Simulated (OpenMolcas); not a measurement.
# Ni⁴⁺: CASSCF and CASPT2 terms and fine-structure levels

Wanted: the level scheme of Ni⁴⁺ from active-space wave functions, then second-order correlation under several settings.

The numbers are computed with OpenMolcas 26.06 (state-averaged CASSCF and CASPT2, spin-orbit coupling by RASSI with atomic mean-field integrals), except any that are marked as measured or tabulated.

### Step 1. Starting point

| Quantity | Value |
| --- | --- |
| Species | Ni⁴⁺ (nickel, Z = 28, 24 electrons) |
| Basis | ANO-RCC-VDZP [5s4p2d1f], 34 functions |
| Scalar Hamiltonian | DKH2, point nucleus |
| Inactive shells | 1s 2s 2p 3s 3p |
| Active space | 6 electrons in 5 orbitals (3d) |
| Some configurations of this space | 3d6 |
| Orbitals | optimised for each spin and parity, averaged over all roots |

Outer shells as boxes (Hund's rule):

3d6
```
3d [↑↓][↑ ][↑ ][↑ ][↑ ]
```

Each step is its own input file, run in one work folder so that later steps find the files of earlier ones. Labels, J, g values, rates, χT and fits are worked out afterwards by a script from the matrices that RASSI stores.

### Step 2. GATEWAY and SEWARD: basis and integrals

Contents of a.inp:

```
&GATEWAY
Coord
1

Ni 0.0 0.0 0.0
Basis=ANO-RCC-VDZP
Group=XYZ
NoMove
AngMom=0.0 0.0 0.0
AMFI
&SEWARD
```

The run is started by

```console
$ OMP_NUM_THREADS=1 MOLCAS_MEM=1689 MOLCAS_PROJECT=a pymolcas a.inp > a.log
```

### Step 3. Reference wave functions, quintets of even parity, 5 roots

Contents of a.inp:

```
&RASSCF
FileOrb=start.orb
Symmetry=1
Spin=5
nActEl=6 0 0
Inactive=3 6
Ras2=5 0
CIRoot=5 5 1
SDav=5
CIMx=300
Iter=120 100
PrWF=0.3
OrbListing=Nothing
MaxOrb=0
Atom
>>> COPY $Project.JobIph JOB001
```

start.orb holds the contracted functions of the basis, ordered by shell, or the orbitals of the step before.

### Step 4. CASSCF: triplets of even parity, 45 roots

Contents of a.inp:

```
&RASSCF
FileOrb=start.orb
Symmetry=1
Spin=3
nActEl=6 0 0
Inactive=3 6
Ras2=5 0
CIRoot=45 45 1
SDav=45
CIMx=300
Iter=120 100
PrWF=0.3
OrbListing=Nothing
MaxOrb=0
Atom
>>> COPY $Project.JobIph JOB002
```

### Step 5. CASSCF: singlets of even parity, 50 roots

Contents of a.inp:

```
&RASSCF
FileOrb=start.orb
Symmetry=1
Spin=1
nActEl=6 0 0
Inactive=3 6
Ras2=5 0
CIRoot=50 50 1
SDav=50
CIMx=300
Iter=120 100
PrWF=0.3
OrbListing=Nothing
MaxOrb=0
Atom
>>> COPY $Project.JobIph JOB003
```

### Step 6. State interaction with spin-orbit coupling

Contents of a.inp:

```
&RASSI
NrOfJobIphs=3 5 45 50
1 2 3 4 5
1 2 3 4 5 6 7 8 9 10 11 12 13 14 15 16 17 18 19 20 21 22 23 24 25 26 27
28 29 30 31 32 33 34 35 36 37 38 39 40 41 42 43 44 45
1 2 3 4 5 6 7 8 9 10 11 12 13 14 15 16 17 18 19 20 21 22 23 24 25 26 27
28 29 30 31 32 33 34 35 36 37 38 39 40 41 42 43 44 45 46 47 48 49 50
IphNames
JOB001
JOB002
JOB003
EJob
SpinOrbit
DIPRint=1.0
SOCoupling=1000.0
Subsets=2
MEES
Property=10
'ANGMOM' 1 'ANGMOM' 2 'ANGMOM' 3 'MLTPL  1' 1 'MLTPL  1' 2 'MLTPL  1' 3
'AMFI' 1 'AMFI' 2 'AMFI' 3 'MLTPL  2' 6
SOProperty=3
'ANGMOM' 1 'ANGMOM' 2 'ANGMOM' 3
```

### Step 7. CASPT2: IPEA 0.25, imaginary shift 0.1 (closed shells correlated: 3s 3p)

Contents of a.inp:

```
>>> COPY JOB001 $Project.JobIph
&CASPT2
Multistate=5 1 2 3 4 5
Frozen=2 3
IPEA=0.25
Imaginary=0.1
MaxIter=60
WThr=0.0 0.3 0.05
PrWF=0.5
NoMix
>>> COPY JOB002 $Project.JobIph
&CASPT2
Multistate=45 1 2 3 4 5 6 7 8 9 10 11 12 13 14 15 16 17 18 19 20 21 22
23 24 25 26 27 28 29 30 31 32 33 34 35 36 37 38 39 40 41 42 43 44 45
Frozen=2 3
IPEA=0.25
Imaginary=0.1
MaxIter=60
WThr=0.0 0.3 0.05
PrWF=0.5
NoMix
>>> COPY JOB003 $Project.JobIph
&CASPT2
Multistate=50 1 2 3 4 5 6 7 8 9 10 11 12 13 14 15 16 17 18 19 20 21 22
23 24 25 26 27 28 29 30 31 32 33 34 35 36 37 38 39 40 41 42 43 44 45 46
47 48 49 50
Frozen=2 3
IPEA=0.25
Imaginary=0.1
MaxIter=60
WThr=0.0 0.3 0.05
PrWF=0.5
NoMix
```

### Step 8. CASPT2: IPEA 0, imaginary shift 0.1 (closed shells correlated: 3s 3p)

Changes to a.inp since step 7:

```diff
@@ -4,3 +4,3 @@
 Frozen=2 3
-IPEA=0.25
+IPEA=0.0
 Imaginary=0.1
@@ -15,3 +15,3 @@
 Frozen=2 3
-IPEA=0.25
+IPEA=0.0
 Imaginary=0.1
@@ -27,3 +27,3 @@
 Frozen=2 3
-IPEA=0.25
+IPEA=0.0
 Imaginary=0.1
```

(Steps that only read results are left out.)

Q: Predict the outcome of this session. Wanted: lowest level; first excited level; lowest level of another term; spin-orbit lowering of the lowest level; strongest of the lines computed, by gA.

As calculated:

| quantity | value |
| --- | --- |
| method | SS-CASPT2, IPEA 0.25, imaginary shift 0.1 (closed shells correlated: 3s 3p) |
| lowest level | 3d6 5D4, 100 % of that term, g = 1.500 |
| ground level listed by NIST | 5D4 |
| first excited level | 3d6 5D3 at 917 cm-1 |
| lowest level of another term | 3d6 3P2(1) at 26600 cm-1 |
| spin-orbit lowering of the lowest level | 969 cm-1 |
| strongest of the lines computed, by gA (one parity, so forbidden lines), at CASSCF energies | 3d6 1D2(2) → 3d6 1G4(1), 136.1 nm, A = 6.50e+01 s⁻¹ |

Cost and accuracy by method:

```
                                              method  time of its own steps  time with the reference  mean absolute difference from the measured levels (cm-1)
                                           A. CASSCF                   18 s                     18 s                                                      6300
B. SS-CASPT2, IPEA 0.25, imaginary shift 0.1, +3s 3p                  6.9 s                     25 s                                                      2200
   C. SS-CASPT2, IPEA 0, imaginary shift 0.1, +3s 3p                  6.9 s                     25 s                                                      1800
```

Times are of one thread on a shared host.

The multiplet 5D is inverted; its intervals divided by the larger J differ by 18 % of their mean, where Landé's rule for pure LS coupling makes them equal. Second-order correlation (method B) scales the levels of the lowest configuration above 5000 cm⁻¹ by 0.83 to 0.98. Method C lies closest to the measured levels (1800 cm⁻¹ on average) and A farthest (6300). Only the configurations of the active space and the roots asked for are present. CASPT2 does not keep the components of a term degenerate, and the means are used. The basis is small and contracted for the neutral atom, so it is rough for this charge. Levels of other configurations are missing from the list.
